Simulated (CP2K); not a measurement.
# C2H7BOS (SMILES CC(S)BO): a chain of runs

Aim: a geometry optimisation (singlet C2H7BOS, AM1), then energy and forces (doublet C2H7BOS+, AM1), then a geometry optimisation (doublet C2H7BOS+, AM1), then energy and forces (singlet C2H7BOS, AM1) of C2H7BOS. 

The results are computed with CP2K 2026.2.

2 further runs of the same task are left out: 2 set aside as unsound or not needed.

### Step 1. The structure to begin with

The species is C2H7BOS (12 atoms), meant as a singlet with charge 0. As SMILES, `CC(S)BO`. The shape comes from a force field and isn't a relaxed structure. This is one conformer, not always the lowest. The run starts from this shape.

Bond lengths: C1–C2 1.472 Å, C2–S3 1.802 Å, C2–B4 1.579 Å, B4–O5 1.480 Å, C1–H6 1.108 Å, C1–H7 1.159 Å, C1–H8 1.082 Å, C2–H9 1.123 Å, S3–H10 1.422 Å, B4–H11 1.188 Å, O5–H12 0.978 Å. Some angles: C1–C2–S3 109.6°, C1–C2–B4 114.7°, S3–C2–B4 106.9°, C2–B4–O5 121.6°, C1–C2–H9 106.1°, S3–C2–H9 108.5°, B4–C2–H9 111.0°, C2–C1–H6 114.4°, C2–C1–H7 110.5°, C2–C1–H8 112.8°.

### Step 2. A structure relaxation at AM1 (run 1)

run.inp reads:

```
&GLOBAL
    PROJECT run
    RUN_TYPE GEO_OPT
    PRINT_LEVEL LOW
&END

&FORCE_EVAL
    METHOD QUICKSTEP
    &DFT
        &QS
            METHOD AM1
            EPS_DEFAULT 1.0E-10
            &SE
                &COULOMB
                    CUTOFF [angstrom] 50
                    RC_RANGE [angstrom] 0
                &END
                &EXCHANGE
                    CUTOFF [angstrom] 50
                    RC_RANGE [angstrom] 0
                &END
            &END
        &END
        &POISSON
            PERIODIC NONE
            POISSON_SOLVER ANALYTIC
        &END
        &SCF
            SCF_GUESS ATOMIC
            EPS_SCF 1.0E-07
            MAX_SCF 80
            ADDED_MOS 8
            &DIAGONALIZATION
                ALGORITHM STANDARD
            &END
            &MIXING
                METHOD DIRECT_P_MIXING
                ALPHA 0.4
            &END
        &END
        ! extra output
        &PRINT
            &MOMENTS
                PERIODIC F
                REFERENCE COM
                MAX_MOMENT 1
            &END
            &MULLIKEN OFF
            &END
            &HIRSHFELD OFF
            &END
        &END
    &END
    &SUBSYS
        &CELL
            ABC 14.3 13.3 14.2
            PERIODIC NONE
        &END
        &COORD
            UNIT bohr
            C     -1.4036886     0.9269107     1.9906375
            C      0.7226313    -0.4040234     0.7882048
            S      3.4001842     1.6865806     0.5620045
            B      0.1683746    -1.4014209    -1.9681498
            O     -0.6500658     0.3218204    -4.0128334
            H     -0.9841694     1.6845019     3.8973712
            H     -1.9596460     2.6966392     0.8252434
            H     -3.0921589    -0.2209090     2.1089344
            H      1.2260543    -2.0031097     2.0902261
            H      5.1187012    -0.2870494    -0.0476211
            H      0.0778567    -3.6129674    -2.3402368
            H     -2.4787538     0.5087143    -3.8297190
        &END
        &TOPOLOGY
            &CENTER_COORDINATES
            &END
        &END
    &END
&END

&MOTION
    &GEO_OPT
        OPTIMIZER LBFGS
        MAX_ITER 100
        MAX_FORCE 4.5E-04
        RMS_FORCE 3.0E-04
    &END
    ! extra output
    &PRINT
        &TRAJECTORY
            &EACH
                GEO_OPT 1
            &END
        &END
        &FORCES ON
            &EACH
                GEO_OPT 1
            &END
        &END
        &RESTART OFF
        &END
        &RESTART_HISTORY OFF
        &END
    &END
&END
```

Started as:

```console
OMP_NUM_THREADS=1 cp2k.psmp -i run.inp > run.out 2>&1
```

Standard output:

```text
CP2K| version string:                                       CP2K version 2026.2
[...]
 GLOBAL| Method name                                                        CP2K
[...]
 GLOBAL| Run type                                                        GEO_OPT
[...]
                             - Atoms:                                         12
[...]
                             - Spherical basis functions:                     27
[...]
 Number of electrons:                                                         30
[...]
     1 P_Mix/Diag. 0.40E+00    0.0     0.80536237       -27.0035386638 -2.70E+01
[...]
  *** SCF run converged in    17 steps ***
[...]
 ENERGY| Total FORCE_EVAL ( QS ) energy [hartree]            -34.451046074932897
[...]
 OPT| Step number                                                              1
[...]
 OPT| Total energy [hartree]                                      -34.4633638302
[...]
 OPT| Step number                                                             60
[...]
 OPT| Total energy [hartree]                                      -34.4973431797
[...]
 OPT| Step number                                                             61
[...]
 OPT| Total energy [hartree]                                      -34.4973437966
[...]
 ***                    GEOMETRY OPTIMIZATION COMPLETED                      ***
[...]
    10 DIIS/Diag.  0.36E-07    0.0     0.00000003       -34.4973437966 -4.19E-13
  *** SCF run converged in    10 steps ***
  Core-core repulsion energy [eV]:                           2194.63064214263068
  Core Hamiltonian energy [eV]:                             -1480.59387328671369
  Two-electron integral energy [eV]:                        -3305.51446587224154
  Electronic energy [eV]:                                   -3133.35110622283446
  Total energy [eV]:                                         -938.72046408020390
  Atomic reference energy [eV]:                               934.93863928536985
  Heat of formation [kcal/mol]:                               -87.21095848284143
[...]
 SE_DIPOLE| Moment [Debye]          0.99364924       0.68255173      -0.93749619
 SE_DIPOLE| Derivative [a.u.]       0.00000000       0.00000000       0.00000000
 ENERGY| Total FORCE_EVAL ( QS ) energy [hartree]            -34.497343796575386
[...]
```

Wall time 5.4 s (1 thread of Intel Xeon Platinum 8259CL at 2.50GHz (Skylake/Cascade Lake), shared host); peak memory 0.19 GiB.

Steps, from the record of the run:

```tsv
step	energy from the first frame kept (eV)	largest force (eV/Å)
1	0.0000	1.0898
4	-0.1456	0.3015
7	-0.1885	0.5456
10	-0.3123	1.4205
13	-0.6013	1.3032
16	-0.7614	0.6005
19	-0.8655	0.4546
22	-0.8797	0.2578
25	-0.8883	0.1449
28	-0.8960	0.0976
31	-0.8992	0.0881
34	-0.9003	0.0542
37	-0.9011	0.0541
40	-0.9029	0.1235
43	-0.9082	0.1116
46	-0.9148	0.4117
49	-0.9190	0.0653
52	-0.9222	0.1212
55	-0.9239	0.1378
58	-0.9245	0.0591
61	-0.9246	0.0115
62	-0.9246	0.0115
```

After the run. Bond lengths: C1–C2 1.500 Å, C2–S3 1.774 Å, C2–B4 1.557 Å, B4–O5 1.331 Å, C1–H6 1.118 Å, C1–H7 1.118 Å, C1–H8 1.119 Å, C2–H9 1.115 Å, S3–H10 1.322 Å, B4–H11 1.193 Å, O5–H12 0.963 Å. Some angles: C1–C2–S3 107.8°, C1–C2–B4 116.7°, S3–C2–B4 105.2°, C2–B4–O5 124.9°, C1–C2–H9 110.6°, S3–C2–H9 111.2°, B4–C2–H9 105.1°, C2–C1–H6 110.6°, C2–C1–H7 111.1°, C2–C1–H8 110.2°.

### Step 3. The doublet cation: energy and forces at AM1 (run 2)

run.inp reads:

```
&GLOBAL
  PROJECT run
  RUN_TYPE ENERGY_FORCE
  PRINT_LEVEL MEDIUM
&END

&FORCE_EVAL
  METHOD QS
  &DFT
    CHARGE 1
    MULTIPLICITY 2
    UKS T
    # Quickstep
    &QS
      METHOD AM1
      EPS_DEFAULT 1.0E-10
      &SE
        &COULOMB
          CUTOFF [angstrom] 50
          RC_RANGE [angstrom] 0
        &END
        &EXCHANGE
          CUTOFF [angstrom] 50
          RC_RANGE [angstrom] 0
        &END
      &END
    &END
    # isolated system
    &POISSON
      PERIODIC NONE
      POISSON_SOLVER ANALYTIC
    &END
    # SCF settings
    &SCF
      SCF_GUESS ATOMIC
      EPS_SCF 1.0E-07
      MAX_SCF 30
      &OT
        MINIMIZER DIIS
        PRECONDITIONER FULL_ALL
      &END
      &OUTER_SCF
        EPS_SCF 1.0E-07
        MAX_SCF 5
      &END
    &END
    &PRINT
      &MOMENTS
        PERIODIC F
        REFERENCE COM
        MAX_MOMENT 1
      &END
      &MO_CUBES
        NLUMO 3
        NHOMO -1
        WRITE_CUBE F
      &END
      &HIRSHFELD OFF
      &END
    &END
  &END
  &SUBSYS
    # box in angstrom
    &CELL
      ABC 14.4 13.1 13.9
      PERIODIC NONE
    &END
    &COORD
      UNIT bohr
      C     11.0669581    14.2421496    15.2580682
      C     13.0984004    12.5741753    14.1974802
      S     15.9475707    14.3387826    14.1360434
      B     12.7210164    11.6180079    11.4398804
      O     10.8782916    12.3626242     9.8990752
      H     11.4886278    14.7448319    17.2662519
      H     10.9000008    16.0353731    14.1521514
      H      9.2035558    13.2451962    15.2065827
      H     13.3069922    10.8289206    15.3590533
      H     17.5498147    12.5093123    13.5627571
      H     14.1419223    10.1144605    10.5415745
      H      9.8214169    13.5799669    10.7425847
    &END
    &TOPOLOGY
      &CENTER_COORDINATES
      &END
    &END
  &END
  # extra output
  &PRINT
    &FORCES ON
    &END
  &END
&END
```

Started as:

```console
OMP_NUM_THREADS=1 cp2k.psmp -i run.inp > run.out 2>&1
```

Standard output (excerpt; [...] marks lines left out):

```text
CP2K| version string:                                       CP2K version 2026.2
[...]
 GLOBAL| Method name                                                        CP2K
[...]
 GLOBAL| Run type                                                   ENERGY_FORCE
[...]
                             - Atoms:                                         12
[...]
                             - Spherical basis functions:                     27
[...]
 Number of electrons:                                                         15
[...]
     1 OT DIIS     0.15E+00    0.0     0.15329988       -28.4568950275 -2.85E+01
[...]
    16 OT DIIS     0.15E+00    0.0     0.00000009       -34.1803088378 -3.81E-12
  *** SCF run converged in    16 steps ***
  Core-core repulsion energy [eV]:                           2194.63077288507247
  Core Hamiltonian energy [eV]:                             -1438.59575934227723
  Two-electron integral energy [eV]:                        -3372.25703532588432
  Electronic energy [eV]:                                   -3124.72427700521939
  Total energy [eV]:                                         -930.09350412014692
  Atomic reference energy [eV]:                               934.93863928536985
  Heat of formation [kcal/mol]:                               111.73148008210192
[...]
 SE_DIPOLE| Moment [Debye]         -3.33653464      -0.89333812      -2.74361313
 SE_DIPOLE| Derivative [a.u.]       0.00000000       0.00000000       0.00000000
 *** WARNING in qs_scf_post_se.F:140 :: Printing of MO cube files not ***
 *** implemented for Semi-Empirical method.                           ***
 ENERGY| Total FORCE_EVAL ( QS ) energy [hartree]            -34.180308837771584
[...]
```

Wall time 2.2 s (1 thread of Intel Xeon Platinum 8259CL at 2.50GHz (Skylake/Cascade Lake), shared host); peak memory 0.19 GiB.

### Step 4. The doublet cation: a structure relaxation at AM1 (run 3)

calc.inp reads:

```
&GLOBAL
  PROJECT calc
  RUN_TYPE GEO_OPT
  PRINT_LEVEL LOW
&END GLOBAL
&FORCE_EVAL
  METHOD QS
  &DFT
    CHARGE 1
    MULTIPLICITY 2
    UKS T
    &QS
      METHOD AM1
      EPS_DEFAULT 1.0E-10
      &SE
        &COULOMB
          CUTOFF [angstrom] 50
          RC_RANGE [angstrom] 0
        &END COULOMB
        &EXCHANGE
          CUTOFF [angstrom] 50
          RC_RANGE [angstrom] 0
        &END EXCHANGE
      &END SE
    &END QS
    &POISSON
      PERIODIC NONE
      POISSON_SOLVER ANALYTIC
    &END POISSON
    &SCF
      SCF_GUESS ATOMIC
      EPS_SCF 1.0E-07
      MAX_SCF 30
      &OT
        MINIMIZER DIIS
        PRECONDITIONER FULL_ALL
      &END OT
      &OUTER_SCF
        EPS_SCF 1.0E-07
        MAX_SCF 5
      &END OUTER_SCF
    &END SCF
    &PRINT
      &MOMENTS
        PERIODIC F
        REFERENCE COM
        MAX_MOMENT 1
      &END MOMENTS
      &MULLIKEN OFF
      &END MULLIKEN
      &HIRSHFELD OFF
      &END HIRSHFELD
    &END PRINT
  &END DFT
  &SUBSYS
    &CELL
      ABC 14.4 13.1 13.9
      PERIODIC NONE
    &END CELL
    &COORD
      UNIT bohr
      C     11.0669581    14.2421496    15.2580682
      C     13.0984004    12.5741753    14.1974802
      S     15.9475707    14.3387826    14.1360434
      B     12.7210164    11.6180079    11.4398804
      O     10.8782916    12.3626242     9.8990752
      H     11.4886278    14.7448319    17.2662519
      H     10.9000008    16.0353731    14.1521514
      H      9.2035558    13.2451962    15.2065827
      H     13.3069922    10.8289206    15.3590533
      H     17.5498147    12.5093123    13.5627571
      H     14.1419223    10.1144605    10.5415745
      H      9.8214169    13.5799669    10.7425847
    &END COORD
    &TOPOLOGY
      &CENTER_COORDINATES
      &END CENTER_COORDINATES
    &END TOPOLOGY
  &END SUBSYS
&END FORCE_EVAL
&MOTION
  &GEO_OPT
    OPTIMIZER LBFGS
    MAX_ITER 100
    MAX_FORCE 4.5E-04
    RMS_FORCE 3.0E-04
  &END GEO_OPT
  &PRINT
    &TRAJECTORY
      &EACH
        GEO_OPT 1
      &END EACH
    &END TRAJECTORY
    &FORCES ON
      &EACH
        GEO_OPT 1
      &END EACH
    &END FORCES
    &RESTART OFF
    &END RESTART
    &RESTART_HISTORY OFF
    &END RESTART_HISTORY
  &END PRINT
&END MOTION
```

Started as:

```console
OMP_NUM_THREADS=1 cp2k.psmp calc.inp > calc.out
```

Standard output:

```text
CP2K| version string:                                       CP2K version 2026.2
[...]
 GLOBAL| Method name                                                        CP2K
[...]
 GLOBAL| Run type                                                        GEO_OPT
[...]
                             - Atoms:                                         12
[...]
                             - Spherical basis functions:                     27
[...]
 Number of electrons:                                                         15
[...]
     1 OT DIIS     0.15E+00    0.1     0.15329988       -28.4568950275 -2.85E+01
[...]
  *** SCF run converged in    16 steps ***
[...]
 ENERGY| Total FORCE_EVAL ( QS ) energy [hartree]            -34.180308837771584
[...]
 OPT| Step number                                                              1
[...]
 OPT| Total energy [hartree]                                      -34.1830934621
[...]
 OPT| Step number                                                             39
[...]
 OPT| Total energy [hartree]                                      -34.1870793683
[...]
 OPT| Step number                                                             40
[...]
 OPT| Total energy [hartree]                                      -34.1870862147
[...]
 ***                    GEOMETRY OPTIMIZATION COMPLETED                      ***
[...]
    11 OT DIIS     0.15E+00    0.0     0.00000005       -34.1870862147 -6.73E-12
  *** SCF run converged in    11 steps ***
  Core-core repulsion energy [eV]:                           2200.09778024206071
  Core Hamiltonian energy [eV]:                             -1439.55462101779267
  Two-electron integral energy [eV]:                        -3381.64217029850806
  Electronic energy [eV]:                                   -3130.37570616704716
  Total energy [eV]:                                         -930.27792592498588
  Atomic reference energy [eV]:                               934.93863928536985
  Heat of formation [kcal/mol]:                               107.47861189341491
[...]
 SE_DIPOLE| Moment [Debye]         -2.82850455      -0.26852679      -2.55342616
 SE_DIPOLE| Derivative [a.u.]       0.00000000       0.00000000       0.00000000
 ENERGY| Total FORCE_EVAL ( QS ) energy [hartree]            -34.187086214685301
[...]
```

Wall time 19 s (1 thread of Intel Xeon Platinum 8259CL at 2.50GHz (Skylake/Cascade Lake), shared host); peak memory 0.19 GiB.

Steps, from the record of the run:

```tsv
step	energy from the first frame kept (eV)	largest force (eV/Å)
1	0.0000	1.0554
3	-0.0433	0.3377
5	-0.0586	0.3357
7	-0.0700	0.5666
9	-0.0782	0.1001
11	-0.0805	0.1283
13	-0.0824	0.0730
15	-0.0840	0.0656
17	-0.0859	0.0738
19	-0.0883	0.0818
21	-0.0908	0.1405
23	-0.0954	0.1632
25	-0.0995	0.1247
27	-0.1014	0.0742
29	-0.1030	0.0986
31	-0.1047	0.1871
33	-0.1064	0.0627
35	-0.1075	0.1274
37	-0.1081	0.0318
39	-0.1085	0.0834
41	-0.1086	0.0251
```

After the run. Bond lengths: C1–C2 1.508 Å, C2–S3 1.672 Å, C2–B4 1.596 Å, B4–O5 1.306 Å, C1–H6 1.119 Å, C1–H7 1.118 Å, C1–H8 1.121 Å, C2–H9 1.132 Å, S3–H10 1.318 Å, B4–H11 1.192 Å, O5–H12 0.966 Å. Some angles: C1–C2–S3 110.1°, C1–C2–B4 115.5°, S3–C2–B4 110.8°, C2–B4–O5 123.0°, C1–C2–H9 109.8°, S3–C2–H9 115.0°, B4–C2–H9 95.0°, C2–C1–H6 111.2°, C2–C1–H7 111.5°, C2–C1–H8 109.9°.

### Step 5. Energy and forces at AM1 (run 4)

calc.inp reads:

```
&GLOBAL
  PROJECT_NAME calc
  RUN_TYPE ENERGY_FORCE
  PRINT_LEVEL MEDIUM
&END GLOBAL

&FORCE_EVAL
  METHOD Quickstep
  &DFT
    CHARGE 0
    MULTIPLICITY 1
    ! Quickstep
    &QS
      METHOD AM1
      EPS_DEFAULT 1.0E-10
      &SE
        &COULOMB
          CUTOFF [angstrom] 50
          RC_RANGE [angstrom] 0
        &END COULOMB
        &EXCHANGE
          CUTOFF [angstrom] 50
          RC_RANGE [angstrom] 0
        &END EXCHANGE
      &END SE
    &END QS
    ! no periodic images
    &POISSON
      PERIODIC NONE
      POISSON_SOLVER ANALYTIC
    &END POISSON
    ! SCF settings
    &SCF
      SCF_GUESS ATOMIC
      EPS_SCF 1.0E-07
      MAX_SCF 80
      ADDED_MOS 8
      &DIAGONALIZATION
        ALGORITHM STANDARD
      &END DIAGONALIZATION
      &MIXING
        METHOD DIRECT_P_MIXING
        ALPHA 0.4
      &END MIXING
    &END SCF
    ! extra output
    &PRINT
      &MOMENTS
        PERIODIC F
        REFERENCE COM
        MAX_MOMENT 1
      &END MOMENTS
      &MO ON
        ENERGIES T
        OCCUPATION_NUMBERS T
        NDIGITS 6
        &EACH
          QS_SCF 0
        &END EACH
        ADD_LAST NUMERIC
      &END MO
      &HIRSHFELD OFF
      &END HIRSHFELD
    &END PRINT
  &END DFT
  &SUBSYS
    ! box in angstrom
    &CELL
      ABC [angstrom] 14.4 12.9 13.8
      PERIODIC NONE
    &END CELL
    &COORD
      UNIT bohr
      C     11.3971612    13.7315286    14.7310709
      C     13.4296921    12.0207803    13.6996036
      S     16.2650901    13.3661841    14.0577709
      B     13.0320616    11.1008862    10.8556564
      O     10.8812055    11.3085029     9.6627442
      H     11.7373838    14.1786964    16.7704161
      H     11.2884113    15.5439082    13.6497148
      H      9.5139150    12.7681538    14.6102097
      H     13.2406401    10.0694302    14.5564035
      H     17.7573973    11.5077064    13.3320065
      H     14.7529161    10.1031089     9.7981997
      H      9.5808075    12.1283889    10.6489034
    &END COORD
    &TOPOLOGY
      &CENTER_COORDINATES
      &END CENTER_COORDINATES
    &END TOPOLOGY
  &END SUBSYS
  ! extra output
  &PRINT
    &FORCES ON
    &END FORCES
  &END PRINT
&END FORCE_EVAL
```

Started as:

```console
OMP_NUM_THREADS=1 cp2k.psmp -i calc.inp -o calc.out
```

Standard output:

```text
CP2K| version string:                                       CP2K version 2026.2
[...]
 GLOBAL| Method name                                                        CP2K
[...]
 GLOBAL| Run type                                                   ENERGY_FORCE
[...]
                             - Atoms:                                         12
[...]
                             - Spherical basis functions:                     27
[...]
 Number of electrons:                                                         30
[...]
     1 P_Mix/Diag. 0.40E+00    0.0     0.81454456       -26.8245692885 -2.68E+01
[...]
    23 DIIS/Diag.  0.57E-07    0.0     0.00000006       -34.4901440702 -8.53E-14
  *** SCF run converged in    23 steps ***
  Core-core repulsion energy [eV]:                           2200.09790723995411
  Core Hamiltonian energy [eV]:                             -1479.98635067517716
  Two-electron integral energy [eV]:                        -3317.27221225374933
  Electronic energy [eV]:                                   -3138.62245680205206
  Total energy [eV]:                                         -938.52454956209795
  Atomic reference energy [eV]:                               934.93863928536985
  Heat of formation [kcal/mol]:                               -82.69306200914187
[...]
 SE_DIPOLE| Moment [Debye]          1.31401893       0.79349678      -0.56642435
 SE_DIPOLE| Derivative [a.u.]       0.00000000       0.00000000       0.00000000
 ENERGY| Total FORCE_EVAL ( QS ) energy [hartree]            -34.490144070198440
 FORCES| Atomic forces [hartree/bohr]
 FORCES|   Atom     x               y               z               |f|
 FORCES|      1  4.16202405E-04 -2.88713762E-03 -7.21352096E-04   3.00485223E-03
 FORCES|      2 -4.15347475E-02 -3.15079501E-02 -2.50243154E-02   5.78282157E-02
 FORCES|      3  3.37113633E-02  1.90363899E-02  6.89905727E-03   3.93247650E-02
 FORCES|      4  1.86405775E-02  1.20785375E-02  3.86840232E-02   4.46073519E-02
 FORCES|      5 -2.16411275E-02 -1.48137924E-03 -2.01951615E-02   2.96374330E-02
 FORCES|      6  1.59788626E-03 -1.75046030E-05 -1.58797044E-03   2.25281980E-03
 FORCES|      7  1.10622679E-03 -9.51746442E-04  3.79288590E-04   1.50778607E-03
 FORCES|      8  8.80847267E-04  7.03329668E-04 -2.34402962E-04   1.15130764E-03
 FORCES|      9  2.06946426E-03  6.60080386E-03  3.79530641E-03   7.89035137E-03
 FORCES|     10  5.53709382E-04 -1.08867629E-03 -9.42112942E-04   1.54252616E-03
 FORCES|     11 -2.27690503E-03 -1.84978050E-04 -3.08580690E-03   3.83936422E-03
 FORCES|     12  6.47650299E-03 -2.99688526E-04  2.03344682E-03   6.79483703E-03
 FORCES| Sum    -1.82839854E-15 -6.86950496E-16 -4.19803081E-16
[...]
```

Run time: 1.2 s. Hardware: 1 thread of Intel Xeon Platinum 8259CL at 2.50GHz (Skylake/Cascade Lake), shared host; peak memory 0.19 GiB.

### Step 6. Results

| quantity | value |
| --- | --- |
| run 1, AM1: total energy at the end | -34.49734 Eh |
| run 1, AM1: dipole moment | 1.53 D |
| run 1, AM1: heat of formation | -87.2 kcal/mol |
| doublet cation, run 2: total energy | -34.18031 Eh |
| doublet cation, run 2: heat of formation at this unrelaxed shape | 111.7 kcal/mol |
| doublet cation, run 2: largest force on an atom | 2.003 eV/Å |
| doublet cation, run 3: total energy at the end | -34.18709 Eh |
| doublet cation, run 3: heat of formation | 107.5 kcal/mol |
| run 4, AM1: total energy | -34.49014 Eh |
| run 4, AM1: dipole moment | 1.64 D |
| run 4, AM1: HOMO energy | -8.59 eV |
| run 4, AM1: LUMO energy | 0.92 eV |
| run 4, AM1: HOMO–LUMO gap | 9.51 eV |
| run 4, AM1: heat of formation at this unrelaxed shape | -82.7 kcal/mol |
| run 4, AM1: largest force on an atom | 2.974 eV/Å |
| adiabatic ionisation energy (to the doublet cation, no zero-point term) | 8.443 eV |

What this shows: The adiabatic ionisation energy (to the doublet cation, no zero-point term) is 8.44 eV (195 kcal/mol). The largest force (run 4, AM1) is 2.97 eV/Å: the shape isn't a stationary point for this species at this level. The optimisation (run 1, AM1) took 61 steps. The optimisation (doublet cation, run 3) took 40 steps.
